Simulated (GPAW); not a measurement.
The system is AlSn.

```
CELL_PARAMETERS angstrom
4.19811 0.00000 0.00000
-2.09905 3.63567 0.00000
0.00000 0.00000 3.30685
ATOMIC_POSITIONS crystal
Sn 0.33333 0.66667 0.50000
Al 0.00000 0.00000 0.00000
```

The cell comes from a database or a generator and needn't be the stable form of this composition.

* Program: GPAW 26.7.0
* Task: single point
* Functional: PBE
* Potentials or basis: GPAW PAW data sets (gpaw-data 1.2.1)
* Cutoff: 600 eV
* Basis: pw
* k mesh: 7 × 7 × 8
* Occupations: fermi-dirac, width 0.05 eV
* Spin: no spin polarisation

On this cell: pressure 0.1 GPa; largest force under 0.003 eV/Å; band gap on the k mesh none (metal or under the smearing width).

The same run follows on a disturbed copy (atoms moved at random, drawn with an rms of 0.05 Å):

```
Sn Al
1.0
     4.19811    0.00000    0.00000
    -2.09905    3.63567    0.00000
     0.00000    0.00000    3.30685
Sn Al
1 1
Direct
  0.33146 0.66059 0.49587
  0.00564 0.00428 0.99455
```

Q: What does the disturbed cell give?

A: The energy (extrapolated to zero smearing) moves by +1.4 meV/atom; pressure 0.1 GPa; largest force 0.148 eV/Å; band gap on the k mesh none (metal or under the smearing width).

Forces on the atoms (eV/Å):
```
Sn   0.033  0.144 -0.007
Al  -0.033 -0.144  0.007
```

Stress tensor (GPa, compression positive):
```
-0.37 -0.11  0.00
-0.11  0.49 -0.01
 0.00 -0.01  0.33
```
